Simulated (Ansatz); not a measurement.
**GaNH3 (quartet): from Hartree-Fock to the top rungs, cc-pVTZ**

An exercise on one series of results from a longer session: the logs are not shown, and one member is left open.

Program: Ansatz 0.2.0, Gaussian basis. Level of theory: cc-pVTZ, core rule «outside noble gas», up to 15 orbitals frozen. These are calculated values, not measurements.

The runs, in order: UHF; CCSD(T) on ROHF; CCSD(T) on UHF; BCCD(T) on ROHF; CCSDT(Q) on ROHF; CCSDT(Q) on UHF.

8 further runs of the same task are left out: 4 for a known fault of the program, 4 set aside as unsound or not needed.

## The system

The geometry is a PBE0/def2-TZVP stationary point (not a proven minimum) of the parent state, kept for this charge and spin. No spin-orbit coupling is included. The filled d shell of Ga may be among the frozen orbitals whatever the setting's name suggests; the logs give the count.

5 atoms, charge 0, spin multiplicity 4.

Atoms are counted from 1 here; the program's logs count them from 0.

Bond lengths: N1–Ga2 1.826 Å, N1–H3 1.008 Å, N1–H4 1.006 Å, Ga2–H5 1.594 Å. Angles: Ga2–N1–H3 123.9°, Ga2–N1–H4 124.2°, H3–N1–H4 111.9°, N1–Ga2–H5 116.9°.

The first run:

in.yaml

```yaml
crystal:
  periodic: [false, false, false]
  atoms:
    - {symbol: N, position_ang: [0.000000, -0.077978, 1.481722]}
    - {symbol: Ga, position_ang: [0.000000, 0.038326, -0.340129]}
    - {symbol: H, position_ang: [0.000000, -0.949104, 1.989085]}
    - {symbol: H, position_ang: [0.000000, 0.715757, 2.099370]}
    - {symbol: H, position_ang: [0.000000, -1.334192, -1.151029]}
basis:
  gaussian: {orbitals: cc-pVTZ}
magnetization: {spin_polarized: true, initial_magnetization: 3}
hamiltonian: {xc: hf}
output: {orbitals: {seedname: orbitals}}
```

Command:

```sh
$ ansatz run in.yaml --threads 1 --pin off --events-out ev --progress --plain --max-ram 4096MiB --backend cpu
```

Among the steps run: UHF; CCSD(T) on ROHF; CCSD(T) on UHF; BCCD(T) on ROHF; CCSDT(Q) on ROHF; CCSDT(Q) on UHF.

One table of the session follows, with a row left open; its other results are not shown here.

```
   method  from UCCSDT(Q) (meV)
     ROHF               +7456.5
      UHF               +7272.6
     RMP2               +1017.9
     UMP2               +1015.7
    RCCSD                +249.6
    UCCSD                +230.7
 RCCSD(T)                 +45.6
 UCCSD(T)                 +29.6
  BCCD(T)                     ?
   RCCSDT                 +23.3
   UCCSDT                  +6.7
RCCSDT(Q)                 +16.7
UCCSDT(Q)                     0
```

Estimate the missing values for BCCD(T).

**Answer.** from UCCSDT(Q) (meV): +45.4. In the column «from UCCSDT(Q) (meV)» it lies between UCCSD(T) (+29.6) and RCCSD(T) (+45.6).

Caveats from the session: Restricted and unrestricted rows rest on different reference determinants; where their highest levels disagree by more than a few hundredths of an eV, they describe different states and don't form one ladder.
